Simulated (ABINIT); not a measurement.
TbO:

```
CELL_PARAMETERS angstrom
2.78384 0.00000 0.00000
0.00000 2.78384 0.00000
0.00000 0.00000 2.78384
ATOMIC_POSITIONS crystal
Tb 0.00000 0.00000 0.00000
O 0.50000 0.50000 0.50000
```

The cell comes from a database or a generator and needn't be the stable form of this composition.

Base run:

- Program: ABINIT 10.8.3 (patched build)
- Functional: r2SCAN
- Potentials or basis: JTH PAW PBE v2.0
- Cutoff: 653 eV
- k mesh: 7 × 7 × 7
- Occupations: gaussian, width 0.05 eV
- Spin: no spin polarisation
- Hubbard terms: Tb f U = 3 eV

Its results: band gap on the k mesh none (metal or under the smearing width).

Q: The run is repeated on the same cell with these changes: spin from no spin polarisation to collinear spin, ferromagnetic start; hubbard terms from Tb f U = 3 eV to Tb f U = 2 eV. What comes out?

A: Band gap on the k mesh none (metal or under the smearing width); net moment 6.22 μB per cell; site moments Tb +6.16; O -0.02 μB.

Several settings changed at once, so the effect can't be laid on one alone.

Caveats: an odd number of electrons without spin polarisation forces a metal (some runs); a magnetic or distorted state may lie lower (some runs); U without spin polarisation on a metal has little footing (some runs); the magnetic or orbital state may not be the lowest (some runs); spin-orbit coupling is left out, which moves the levels of the heavy elements (some runs).

Not every run made on this cell is shown here.
